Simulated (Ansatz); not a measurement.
**NiF: relaxation of cell and atoms with LDA**

NiF:

```
Ni F
1.0
     0.00000    2.33484    2.33484
     2.33484    0.00000    2.33484
     2.33484    2.33484    0.00000
Ni F
1 1
Cartesian
  0.0000 0.0000 0.0000
  3.5023 3.5023 3.5023
```

The cell was built by a generator and needn't be a form met in nature.

```json
{
  "Program": "Ansatz 0.2.0",
  "Task": "relaxation of cell and atoms",
  "Functional": "LDA",
  "Potentials or basis": "Ansatz PAW",
  "Cutoff": "420 eV (not typed: the program's choice for these potentials)",
  "k mesh": "7 × 7 × 7",
  "Occupations": "fermi-dirac, width 0.05 eV",
  "Spin": "collinear spin, ferromagnetic start",
  "Starting moments": "[1.0, 0.0] μB",
  "Target pressure": "10 GPa",
  "Target pressure (GPa)": "10"
}
```

```yaml
Relaxed_volume: 11.23 Å³/atom
Relaxed_cell: a = 3.167 Å, b = 3.167 Å, c = 3.167 Å, α = 60.00°, β = 60.00°, γ = 60.00°
Space_group_after_relaxing_to_0.05_Å: F-43m (No. 216)
Energy_change_on_relaxing_the_enthalpy_is_what_falls: +18.9 meV/atom
Ionic_steps: 8
Pressure_after_relaxing: 10.0 GPa
Band_gap_on_the_k_mesh: none (metal or under the smearing width)
Net_moment: 1.13 μB per cell
Absolute_moment: 1.22 μB per cell
Site_moments: Ni +1.03; F +0.09 μB
```

The path:
```csv
step,energy change (eV),largest force (eV/Å),volume (Å³)
1,0.0000,0.0000,25.46
2,-0.0192,0.0000,23.93
3,0.0410,0.0000,22.28
4,0.0230,0.0000,22.57
5,0.0243,0.0000,22.55
6,0.0322,0.0000,22.55
7,0.0374,0.0000,22.46
8,0.0378,0.0000,22.46
```

Final structure:
```yaml
crystal:
  lattice:
    - [0.00000, 2.23921, 2.23921]
    - [2.23921, 0.00000, 2.23921]
    - [2.23921, 2.23921, 0.00000]
  atoms:
    - { symbol: Ni, position: [0.00000, 0.00000, 0.00000] }
    - { symbol: F, position: [0.75000, 0.75000, 0.75000] }
```

Levels at points of the mesh, in eV from the Fermi level:
Spin up:
| k point | band 10 | band 11 | band 12 | band 13 | band 14 | band 15 | band 16 | band 17 |
| --- | --- | --- | --- | --- | --- | --- | --- | --- |
| (0.00, 0.00, 0.00) | -1.81 | -1.81 | -0.61 | -0.61 | -0.61 | 13.60 | 13.60 | 13.60 |
Spin down:
```csv
k point,band 9,band 10,band 11,band 12,band 13,band 14,band 15,band 16
"(0.00, 0.00, 0.00)",-2.19,-0.99,-0.99,0.47,0.47,0.47,13.73,13.73
```

It took 11 s on 2 threads of Arm Neoverse V2, on a shared host, peak memory 0.29 GiB.

Caveat: the plane-wave basis is chosen anew once the cell has moved, so the energies of steps on either side of that aren't comparable; the pressure holds a Pulay correction of +0.8 GPa for the finite cutoff; a cell with one magnetic atom can't hold antiferromagnetic order, which such compounds often take; semilocal functionals often make such compounds metallic where correlation or magnetic order opens a gap, which also shifts bond lengths; the PAW data sets come from PBE, with cores solved anew for the run's functional, which leaves a small shift of forces and pressure. With open d or f shells a metallic result of LDA can be an artefact of self-interaction; +U or a hybrid may open a gap.
